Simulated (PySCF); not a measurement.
**A diatomic session: BeCl+**

One table from this session's results is given with a row withheld; the runs are named, their logs left out.

Program: PySCF 2.14.0. Level of theory: Be pcseg-2, Cl pcseg-2, no relativity. These are calculated values, not measurements.

Set-up of the first run:

The job is set up so:

```
atoms                         : Be, Cl
charge                        : 1
basis                         : Be pcseg-2, Cl pcseg-2
Hamiltonian                   : no relativity
basis functions               : 49
electrons treated             : 20
masses in u                   : 9.0122, 34.9689
levels                        : PBE0, PBE, r²SCAN, B3LYP, M06-2X, LDA, HF, MP2, SCS-MP2, CCSD, CCSD(T)
grid                          : 80 radial by 434 angular points
occupations                   : held fixed by the projection of orbital angular momentum
dissociation limit            : Be+ + Cl, each in its ground configuration
starting distance in angstrom : 2.030
values of 2S to try           : 0, 2
```

Command:

```sh
$ OMP_NUM_THREADS=1 python dia.py task.json out
```

Among the steps run: The job; PBE0 along the bond; Excited determinants; PBE (GGA); r²SCAN (meta-GGA); B3LYP (global hybrid GGA); M06-2X (hybrid meta-GGA); LDA (local density); RHF (mean field); MP2 and coupled cluster.

One table of the session follows, with a row left open; its other results are not shown here.

Energy (eV) from each level's lowest point:

| R (Å) | RHF | RHF-MP2 | RHF-SCS-MP2 | RHF-CCSD | RHF-CCSD(T) |
| --- | --- | --- | --- | --- | --- |
| 1.477 | 1.224 | 1.239 | 1.238 | n/a | n/a |
| 1.545 | 0.555 | 0.568 | 0.569 | 0.559 | 0.572 |
| 1.614 | 0.177 | 0.186 | 0.187 | 0.182 | 0.189 |
| 1.665 | 0.040 | 0.045 | 0.045 | 0.043 | 0.047 |
| 1.717 | 0.000 | 0.000 | 0.000 | 0.000 | 0.000 |
| 1.768 | 0.036 | 0.032 | 0.031 | 0.033 | 0.029 |
| 1.837 | 0.176 | 0.167 | 0.163 | 0.167 | 0.158 |
| 1.923 | ? | ? | ? | ? | ? |
| 2.026 | 0.885 | 0.864 | 0.849 | 0.853 | 0.831 |
| 2.163 | 1.537 | 1.508 | 1.478 | n/a | n/a |

Q: Estimate the row for R (Å) = 1.923 from the others.

Worked estimate for «RHF». A straight line through the neighbours (1.837, 0.176) and (2.026, 0.885) gives 0.176 + (0.885 − 0.176) × (1.923 − 1.837) / (2.026 − 1.837) = 0.499; a parabola fitted to 4 rows on both sides gives 0.468.

As computed: RHF: 0.454; RHF-MP2: 0.440; RHF-SCS-MP2: 0.432; RHF-CCSD: 0.437; RHF-CCSD(T): 0.422. In «RHF» the line misses by +0.045 and the parabola by +0.014.
